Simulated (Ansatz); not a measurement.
# BN: the cost of one run

Program: Ansatz 0.2.0. Level of theory: DFT r2SCAN, scalar-relativistic, plane waves, PAW. These are calculated values, not measurements.

1 further run of the same task is left out (set aside as unsound or not needed). Runs told in other sessions of the task aren't counted.

## (1) Starting point

The structure is hexagonal, space group P6_3mc (No. 186). The conventional cell has a = 2.544 Å, b = 2.544 Å, c = 4.208 Å, α = 90.00°, β = 90.00°, γ = 120.00°. B (site symmetry 3m) has 4 N at 1.56 to 1.58 Å in its first shell of neighbours. Around N (site symmetry 3m) lie 4 B at 1.56 to 1.58 Å.

Structure file:

```
CELL_PARAMETERS angstrom
2.54397 0.00000 0.00000
-1.27198 2.20314 0.00000
0.00000 0.00000 4.20774
ATOMIC_POSITIONS crystal
B 0.66667 0.33333 0.99980
B 0.33333 0.66667 0.49980
N 0.66667 0.33333 0.62520
N 0.33333 0.66667 0.12520
```

It goes back to an entry of the Materials Project, which need not be the stable form.

It is the result of an earlier relaxation at this level (volume 5.90 Å³/atom; gap on the mesh: 5.75 eV).

## (2) Zero of energy

Reference values: F = -1087.9362 eV; pressure 0.00 GPa; largest force 0.000 eV/Å; gap on the mesh 5.75 eV. It was computed beforehand with the settings of the runs below.

## (3) The scan: a two-dimensional strain map

The cell is strained by p along both x and y and by q along z, with fractional coordinates fixed.

## (4) p = -0.030, q = -0.030

File input.yaml:

```yaml
crystal:
  lattice:
    - [2.4676475277, 0.0, 0.0]
    - [-1.2338237638, 2.1370454466, 0.0]
    - [0.0, 0.0, 4.0815125866]
  atoms:
    - { symbol: B, position: [0.6666666667, 0.3333333333, 0.9997995909] }
    - { symbol: B, position: [0.3333333333, 0.6666666667, 0.4997995909] }
    - { symbol: "N", position: [0.6666666667, 0.3333333333, 0.6252004091] }
    - { symbol: "N", position: [0.3333333333, 0.6666666667, 0.1252004091] }
basis:
  ecutwfc: 500
kpoints:
  mp_grid: { grid: [12, 12, 6] }
hamiltonian:
  xc: r2scan
scf:
  occupations: { method: gaussian, width: 0.05 }
output:
  forces: true
  stress: true
  eigenvalues: true
```

The run is started by

```bash
$ ansatz run input.yaml --threads 2 --pin off --max-ram 5120MiB --backend cpu --events-out ev --progress --plain --runs-dir out
```

**Question.** How long does this run take on 2 threads of Intel Xeon 6975P-C (Granite Rapids), shared host, and how much memory does it need?

About 1.6 s, with a peak of 0.41 GiB.
